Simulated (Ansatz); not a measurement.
# WC: strong compression

How does WC (rocksalt type) answer strong compression? The runs shown use PAW. Its runs: cell relaxed at zero pressure (PAW); volume scaled by 1 (PAW); volume scaled by 0.94 (PAW); volume scaled by 0.88 (PAW); volume scaled by 0.8 (PAW); volume scaled by 0.72 (PAW); volume scaled by 0.64 (PAW); volume scaled by 0.55 (PAW and PAW (level accurate)).

Method: DFT LDA, with the methods named in each step, in Ansatz 0.2.0.

### 1 The system as given

It takes space group Fm-3m (No. 225, cubic). Conventional cell: a = 4.309 Å, b = 4.309 Å, c = 4.309 Å, α = 90.00°, β = 90.00°, γ = 90.00°. W (site symmetry m-3m) is surrounded by 6 C at 2.15 Å. C (site symmetry m-3m) has 6 W at 2.15 Å as nearest neighbours.

Coordinates:

```cif
data_structure
_symmetry_space_group_name_H-M 'Fm-3m'
_symmetry_Int_Tables_number 225
_cell_length_a 4.3089
_cell_length_b 4.3089
_cell_length_c 4.3089
_cell_angle_alpha 90.000
_cell_angle_beta 90.000
_cell_angle_gamma 90.000
_cell_volume 80.00
loop_
_atom_site_label
_atom_site_type_symbol
_atom_site_symmetry_multiplicity
_atom_site_Wyckoff_symbol
_atom_site_fract_x
_atom_site_fract_y
_atom_site_fract_z
_atom_site_occupancy
W1 W 4 a 0.00000 0.00000 0.00000 1
C1 C 4 b 0.50000 0.00000 0.00000 1
```

The file gives the conventional cell by its symmetry; the runs use the cell typed in the input.

Whether this phase is the stable one at these pressures isn't tested.

Atoms are numbered in the order of the input: W1, C2.

### 2 Cell relaxed at zero pressure, PAW

Contents of input.yaml:

```yaml
crystal:
  lattice:
    - [0.0, 2.15443469, 2.15443469]
    - [2.15443469, 0.0, 2.15443469]
    - [2.15443469, 2.15443469, 0.0]
  atoms:
    - { symbol: W, position: [0.0, 0.0, 0.0] }
    - { symbol: C, position: [0.5, 0.5, 0.5] }
kpoints:
  mp_grid: { grid: [17, 17, 17] }
scf:
  occupations: { method: fermi_dirac, width: 0.1 }
hamiltonian:
  xc: lda
  pseudopotentials: { kind: paw }
output:
  forces: true
  stress: true
  write_density: true
  write_potential: true
  elf: true
  volumetric_format: npy
relax:
  f_tol: 0.005
  max_steps: 40
  cell: {}
```

Run with:

```bash
> ansatz run input.yaml --threads 1 --pin off --max-ram 2048MiB --backend cpu --events-out ev --progress --plain --runs-dir out
```

After this run come: Volume scaled by 1, PAW; Volume scaled by 0.94, PAW; Volume scaled by 0.88, PAW; Volume scaled by 0.8, PAW; Volume scaled by 0.72, PAW; Volume scaled by 0.64, PAW; Volume scaled by 0.55, PAW; Volume scaled by 0.55, PAW (level accurate).

Q: Predict the outcome of this session. Wanted: PAW pressure at 0.55 of the volume; PAW; fitted bulk modulus at zero pressure.

As calculated:

| quantity | value |
| --- | --- |
| PAW pressure at 0.55 of the volume | 837.4 GPa |
| PAW (level accurate) pressure at 0.55 of the volume | 831.3 GPa |
| fitted bulk modulus at zero pressure (PAW) | 412 GPa |
| its pressure derivative | 4.07 |

By PAW the pressure climbs to 837 GPa at 0.55 of the first volume. One third-order Birch-Murnaghan curve follows these points (B₀ = 412 GPa, B′ = 4.07, misfit at most 2.54 GPa). A fit over so wide a range leans to the high pressures, so B₀ can be off by several per cent. No all-electron run checks these rows here, and frozen cores can fail under such compression. The ions are at rest, and the electrons smeared by 0.1 eV. Spin-orbit coupling is left out, though the cell holds W; in elements this heavy it can shift bands and gaps by tenths of an eV.
